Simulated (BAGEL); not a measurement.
# CH5AlOS (SMILES C[O][AlH][SH]) at PBE0/cc-pVDZ (density fitting with qzvpp-jkfit)

What is the energy change on altering one bond length of CH5AlOS at PBE0/cc-pVDZ (density fitting with qzvpp-jkfit)? 

The calculation is run with BAGEL 1.2.2.

1 further run of the same task is left out (set aside as unsound or not needed). Runs told in other sessions of the task aren't counted.

### Step 1. Starting point

CH5AlOS: 9 atoms, total charge 0, spin state singlet. SMILES: `C[O][AlH][SH]`. Geometry: relaxed at PBE0-D4/def2-TZVP. This is one conformer, not always the lowest.

Bond lengths: C1–O2 1.394 Å, O2–Al3 1.679 Å, Al3–S4 2.185 Å, C1–H5 1.098 Å, C1–H6 1.095 Å, C1–H7 1.095 Å, Al3–H8 1.569 Å, S4–H9 1.345 Å. Some angles: C1–O2–Al3 138.3°, O2–Al3–S4 120.8°, O2–C1–H5 112.7°, O2–C1–H6 110.2°, O2–C1–H7 110.1°, O2–Al3–H8 118.9°, S4–Al3–H8 120.3°, Al3–S4–H9 93.5°, H5–C1–H6 107.8°, H5–C1–H7 107.8°.

### Step 2. The energy at PBE0/cc-pVDZ (density fitting with qzvpp-jkfit)

File job.json:

```json
{ "bagel" : [

{
  "title" : "molecule",
  "basis" : "cc-pvdz.json",
  "df_basis" : "qzvpp-jkfit",
  "angstrom" : "true",
  "geometry" : [
    { "atom" : "C", "xyz" : [    0.612900,    1.288100,    0.163300 ] },
    { "atom" : "O", "xyz" : [    0.207400,    0.389900,   -0.822800 ] },
    { "atom" : "Al", "xyz" : [   -0.503200,   -1.128100,   -0.920600 ] },
    { "atom" : "S", "xyz" : [   -1.045300,   -2.228800,    0.887900 ] },
    { "atom" : "H", "xyz" : [    0.400200,    0.928300,    1.178600 ] },
    { "atom" : "H", "xyz" : [    1.690300,    1.468000,    0.089900 ] },
    { "atom" : "H", "xyz" : [    0.100100,    2.246400,    0.033100 ] },
    { "atom" : "H", "xyz" : [   -0.773800,   -1.748500,   -2.336000 ] },
    { "atom" : "H", "xyz" : [   -0.600000,   -1.261900,    1.709600 ] }
  ]
},
{ "title" : "ks", "xc_func" : "pbe0", "charge" : 0 },
{ "title" : "print", "file" : "orbitals.molden", "orbitals" : "true" }

]}
```

The basis set cc-pVDZ is read from a file made from the Basis Set Exchange's data (not shown).

The run is started by

```
$ BAGEL_NUM_THREADS=1 BAGEL job.json > job.out
```

Log:

```text
* using 1 threads per process

  ===============================================================
  ===============================================================

  *** Geometry ***

  { "atom" : "C", "xyz" : [      1.158213,      2.434156,      0.308592 ] },
  { "atom" : "O", "xyz" : [      0.391929,      0.736804,     -1.554867 ] },
  { "atom" : "Al", "xyz" : [     -0.950910,     -2.131800,     -1.739682 ] },
  { "atom" : "S", "xyz" : [     -1.975331,     -4.211822,      1.677888 ] },
  { "atom" : "H", "xyz" : [      0.756268,      1.754233,      2.227231 ] },
  { "atom" : "H", "xyz" : [      3.194204,      2.774118,      0.169886 ] },
  { "atom" : "H", "xyz" : [      0.189162,      4.245081,      0.062550 ] },
  { "atom" : "H", "xyz" : [     -1.462270,     -3.304186,     -4.414400 ] },
  { "atom" : "H", "xyz" : [     -1.133836,     -2.384645,      3.230676 ] },

  Number of auxiliary basis functions:      498

  Since a DF basis is specified, we compute 2- and 3-index integrals:
    o Being stored without compression. Storage requirement is 0.032 GB

  Number of basis functions:       89
  Number of electrons      :       48

    * METHOD: MOLECULE                             0.26

  *** Kohn-Sham DFT ***

    * Removing 15776 points whose weight is below 1.00e-10
    * Grid points: 118378

  === Nuclear Repulsion ===
   198.0351952400

       - DIIS with orbital gradients will be used.

  === KS iteration (pbe0 / cc-pvdz.json) ===
      0       -729.29164761          0.09845084           0.41
      1       -702.10414408          0.15680991           0.38
      2       -723.68622352          0.11022345           0.38
      3       -741.50212427          0.08530949           0.38
      4       -728.14588386          0.18499115           0.37
      5       -752.58549887          0.06115964           0.38
      6       -756.34937149          0.01760808           0.38
      7       -756.36489069          0.02145480           0.38
      8       -756.63362840          0.00439267           0.38
      9       -756.64749139          0.00183160           0.38
     10       -756.64952458          0.00044144           0.38
     11       -756.64967931          0.00014838           0.39
     12       -756.64969594          0.00005317           0.38
     13       -756.64969749          0.00000938           0.38
     14       -756.64969754          0.00000308           0.38
     15       -756.64969755          0.00000069           0.39
     16       -756.64969755          0.00000022           0.37
     17       -756.64969755          0.00000011           0.38
     18       -756.64969755          0.00000003           0.39
     19       -756.64969755          0.00000001           0.39
     20       -756.64969755          0.00000001           0.40
    * SCF iteration converged.

    * Permanent dipole moment:
           (   -0.248401,    -0.538359,    -0.331607) a.u.

    * METHOD: KS                                   8.80

    * METHOD: PRINT                                0.02

  ===============================================================
```

Run time: 9.3 s. Hardware: 1 thread of Arm Neoverse V1, shared host; peak memory 0.5 GiB.

### Step 3. The distorted shape, same level

File input.json:

```json
{ "bagel": [

{
  "title": "molecule",
  "basis": "cc-pvdz.json",
  "df_basis": "qzvpp-jkfit",
  "angstrom": "true",
  "geometry": [
    { "atom": "C", "xyz": [       0.826070,       1.743480,       0.192639 ] },
    { "atom": "O", "xyz": [       0.420570,       0.845280,      -0.793461 ] },
    { "atom": "Al", "xyz": [      -0.503200,      -1.128100,      -0.920600 ] },
    { "atom": "S", "xyz": [      -1.045300,      -2.228800,       0.887900 ] },
    { "atom": "H", "xyz": [       0.613370,       1.383680,       1.207939 ] },
    { "atom": "H", "xyz": [       1.903470,       1.923380,       0.119239 ] },
    { "atom": "H", "xyz": [       0.313270,       2.701780,       0.062439 ] },
    { "atom": "H", "xyz": [      -0.773800,      -1.748500,      -2.336000 ] },
    { "atom": "H", "xyz": [      -0.600000,      -1.261900,       1.709600 ] }
  ]
},

{ "title": "ks", "xc_func": "pbe0" },

{ "title": "print", "file": "orbitals.molden", "orbitals": "true" }

]}
```

The basis set cc-pVDZ is read from a file made from the Basis Set Exchange's data (not shown).

The run is started by

```
$ BAGEL_NUM_THREADS=1 BAGEL input.json > input.out
```

Log:

```text
* using 1 threads per process

  ===============================================================
  ===============================================================

  *** Geometry ***

  { "atom" : "C", "xyz" : [      1.561046,      3.294700,      0.364035 ] },
  { "atom" : "O", "xyz" : [      0.794762,      1.597348,     -1.499424 ] },
  { "atom" : "Al", "xyz" : [     -0.950910,     -2.131800,     -1.739682 ] },
  { "atom" : "S", "xyz" : [     -1.975331,     -4.211822,      1.677888 ] },
  { "atom" : "H", "xyz" : [      1.159101,      2.614776,      2.282674 ] },
  { "atom" : "H", "xyz" : [      3.597037,      3.634661,      0.225329 ] },
  { "atom" : "H", "xyz" : [      0.591995,      5.105624,      0.117993 ] },
  { "atom" : "H", "xyz" : [     -1.462270,     -3.304186,     -4.414400 ] },
  { "atom" : "H", "xyz" : [     -1.133836,     -2.384645,      3.230676 ] },

  Number of auxiliary basis functions:      498

  Since a DF basis is specified, we compute 2- and 3-index integrals:
    o Being stored without compression. Storage requirement is 0.032 GB

  Number of basis functions:       89
  Number of electrons      :       48

    * METHOD: MOLECULE                             0.26

  *** Kohn-Sham DFT ***

    * Removing 15133 points whose weight is below 1.00e-10
    * Grid points: 119021

  === Nuclear Repulsion ===
   182.7582045413

       - DIIS with orbital gradients will be used.

  === KS iteration (pbe0 / cc-pvdz.json) ===
      0       -729.88295016          0.07937094           0.41
      1       -702.27702249          0.15290928           0.39
      2       -722.28532442          0.10772560           0.38
      3       -741.98652177          0.08027603           0.39
      4       -740.88404040          0.12197835           0.39
      5       -754.02315136          0.03206255           0.39
      6       -754.22736340          0.05281075           0.40
      7       -756.38012689          0.01580989           0.40
      8       -756.53012039          0.00803961           0.40
      9       -756.58099529          0.00422482           0.38
     10       -756.58968097          0.00247272           0.39
     11       -756.59552734          0.00060895           0.39
     12       -756.59575301          0.00016368           0.39
     13       -756.59578152          0.00002918           0.38
     14       -756.59578210          0.00000789           0.38
     15       -756.59578215          0.00000284           0.38
     16       -756.59578215          0.00000063           0.38
     17       -756.59578215          0.00000041           0.39
     18       -756.59578215          0.00000020           0.38
     19       -756.59578215          0.00000005           0.39
     20       -756.59578215          0.00000002           0.39
     21       -756.59578215          0.00000001           0.38
    * SCF iteration converged.

    * Permanent dipole moment:
           (    0.125537,     0.259269,    -0.267159) a.u.

    * METHOD: KS                                   9.34

    * METHOD: PRINT                                0.02

  ===============================================================
```

It took 9.9 s on 1 thread of Arm Neoverse V1, shared host; peak memory 0.5 GiB.

### Step 4. Summary of results

At PBE0/cc-pVDZ (density fitting with qzvpp-jkfit):

```
                                                          quantity          value
                                         first shape: total energy  -756.64970 Eh
                                        first shape: dipole moment         1.73 D
                                          first shape: HOMO energy       -7.58 eV
                                          first shape: LUMO energy       -0.49 eV
                                        first shape: HOMO–LUMO gap        7.09 eV
                                     distorted shape: total energy  -756.59578 Eh
                                    distorted shape: dipole moment         1.00 D
                                      distorted shape: HOMO energy       -6.66 eV
                                      distorted shape: LUMO energy       -1.29 eV
                                    distorted shape: HOMO–LUMO gap        5.36 eV
energy change with the O2–Al3 bond stretched from 1.679 to 2.183 Å       1.467 eV
```

**Reading.** With the O2–Al3 bond stretched from 1.679 to 2.183 Å the energy rises by 1.47 eV (142 kJ/mol). The first shape isn't relaxed at this level, so the change isn't measured from a minimum.
